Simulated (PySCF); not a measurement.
# TaN2: structure of the quartet

Aim: relax TaN2 as a quartet from a bent start, check by its vibrations whether the end is a minimum, and collect its spectrum and constants.

The runs use PySCF 2.14.0; PBE0, basis Ta def2-TZVP with ECP60, N def2-TZVP, scalar-relativistic core potentials, no spin–orbit coupling, density fitting.

### Step 1. The system as given

3 atoms, charge 0, spin multiplicity 4.

Bond lengths: Ta1–N2 1.860 Å, Ta1–N3 1.860 Å. Angles: N2–Ta1–N3 110.0°.

```xyz
3
charge 0 multiplicity 4
Ta    0.0000    0.0000    0.0000
N     1.5236    0.0000    1.0669
N    -1.5236    0.0000    1.0669
```

### Step 2. First SCF at the start

One driver script runs all steps and calls PySCF; scf.py shows how it sets up the SCF of each step. The optimiser is the driver's own. After this first run the driver tries any further starts and a stability analysis.

scf.py

```python
from pyscf import gto, scf, dft
mol = gto.M(atom='''
Ta     0.000000     0.000000     0.000000
N      1.523600     0.000000     1.066900
N     -1.523600     0.000000     1.066900''',
    basis={'Ta': 'def2-TZVP', 'N': 'def2-TZVP'},
    ecp={'Ta': 'def2-TZVP'},
    charge=0, spin=3)
mf = dft.UKS(mol, xc='PBE0')
mf.grids.atom_grid = (50, 194)
aux = {'Ta': 'def2-universal-JKFIT', 'N': 'def2-universal-JKFIT'}
mf = mf.density_fit(auxbasis=aux)
mf.conv_tol = 1e-08
mf.diis_space = 10
mf.max_cycle = 60
mf.init_guess = 'minao'
mf.verbose = 4
mf.kernel()
```

Launch:

```console
$ OMP_NUM_THREADS=4 python axn.py task.json out
```

After this run come: Bent start, quartet: relaxation; Releasing the symmetry; Hessian and properties.

**Question.** What will these runs give? Wanted: minimum; geometry; wavenumbers; dipole moment; highest occupied, lowest empty level; polar-tensor charge of Ta1; zero-point energy; atomisation energy; ⟨S²⟩.

As calculated:

| quantity | value |
| --- | --- |
| minimum | quartet, Cs |
| geometry | Ta–N 1.705 Å, Ta–N 1.969 Å; N–Ta–N 98.7° |
| wavenumbers (cm⁻¹) | 218 (a'), 514 (a'), 1017 (a') |
| dipole moment | 5.25 D |
| highest occupied, lowest empty level (either spin) | -6.36, -4.38 eV |
| polar-tensor charge of Ta1 | +0.81 e |
| zero-point energy | 10.5 kJ/mol |
| entropy at 298.15 K | 296.8 J/(mol K) |
| atomisation energy (no zero-point energy) | 847 kJ/mol |
| ⟨S²⟩ | 3.783 |

**Reading.** From C2v at the start the molecule goes to a Cs minimum. The strongest infrared band lies at 1017 cm⁻¹ (a', stretch). With 5.2 D the molecule is strongly polar. The first SCF alone would have been 21 kJ/mol too high. Only this shape and spin were tried, so other structures or states may lie lower. Open d and f shells are described by one determinant, and the ground state may have another occupation or spin. Spin–orbit coupling, left out here, can matter for elements this heavy.
